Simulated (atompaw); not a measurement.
**Si: generating and testing a PAW (atompaw) potential**

Aim: build the potential from the settings below, then test how well it stands in for the atom: scattering, ghost states and the plane-wave cutoff that it needs.

Program: atompaw 4.2.0.5. Reference atom: PBE, scalar-relativistic, spherical and spin-unpolarised. All values are calculated.

### Step 1. Starting point

Typed settings, in words:

```
element                 : silicon (Si, Z = 14)
type                    : PAW
frozen core             : [Ne]
valence charge          : 4
reference configuration : 3s2 3p2
partial waves           : 3s (bound): rc 2.10 bohr; 3s channel at 0.95 Ry: rc 2.10 bohr; 3p (bound): rc 2.10 bohr; 3p channel at 0.15 Ry: rc 1.85 bohr; 3d channel at 0.35 Ry: rc 2.10 bohr; 3d channel at 1.35 Ry: rc 2.10 bohr
local potential         : troulliermartins scheme with l = 3 at 0.5 Ry, radius 1.55 bohr
core correction         : smooth core density matched at 1.45 bohr
augmentation charge     : sinc compensation charge, radius 1.26 bohr; PAW radius 2.10 bohr; waves and projectors: custom rrkj gramschmidtortho
```

The nodes and maxima of the atom's own shells, from an earlier all-electron run, set the scale for the radii.

All-electron outer shells of the reference configuration (PBE, scalar-relativistic, ld1.x):

```
shell  level (eV)  outermost node (bohr)  outermost maximum (bohr)
   2s     -139.50                   0.15                      0.45
   2p      -95.56                      –                      0.39
   3s      -10.81                   0.72                      1.80
   3p       -4.08                   0.72                      2.17
```

### Step 2. Generation

Si.input reads:

```
Si 14
GGA-PBE scalarrelativistic loggrid 1500 logderivrange -3 5 201
3 3 0 0 0 0
3 1 2
0 0 0
c
c
v
c
v
2
2.10 1.26 1.55 1.45
y
0.95
n
y
0.15
n
y
0.35
y
1.35
n
custom rrkj gramschmidtortho sinc
3 0.5 troulliermartins
2.10
2.10
2.10
1.85
2.10
2.10
PWSCFOUT
UPFDX 0.0125d0 UPFXMIN -7.d0 UPFZMESH 14.d0
END
```

Run with:

```console
$ atompaw < Si.input > Si.log
```

Q: Predict the outcome of this session. Wanted: cutoffs for 10 and 1 mRy, occupied levels; bound ghosts; largest phase difference near zero energy, channels read; lowest eigenvalue of the overlap; share of valence orbitals outside the PAW sphere; UPF file.

The runs gave:

| quantity | value |
| --- | --- |
| cutoffs for 10 and 1 mRy, occupied levels | 8 Ry and 15 Ry |
| bound ghosts | none found |
| largest phase difference near zero energy, channels read | 0.000 rad |
| lowest eigenvalue of the overlap (Bessel basis) | 0.377 (s) |
| share of valence orbitals outside the PAW sphere | 3s 47 %, 3p 68 % |
| UPF file | not written |

It counts as soft on the atom, with 8 Ry needed at the looser tolerance. The slowest occupied level is 3p: taken alone it needs 12 Ry to come within 1 mRy, against 6 Ry or less for 3s. No bound ghost shows below the valence levels. Near zero energy the phases of the channels with partial waves agree within 0.001 rad. The pseudo core plus compensation charge is negative at some radii, so no UPF file was written.
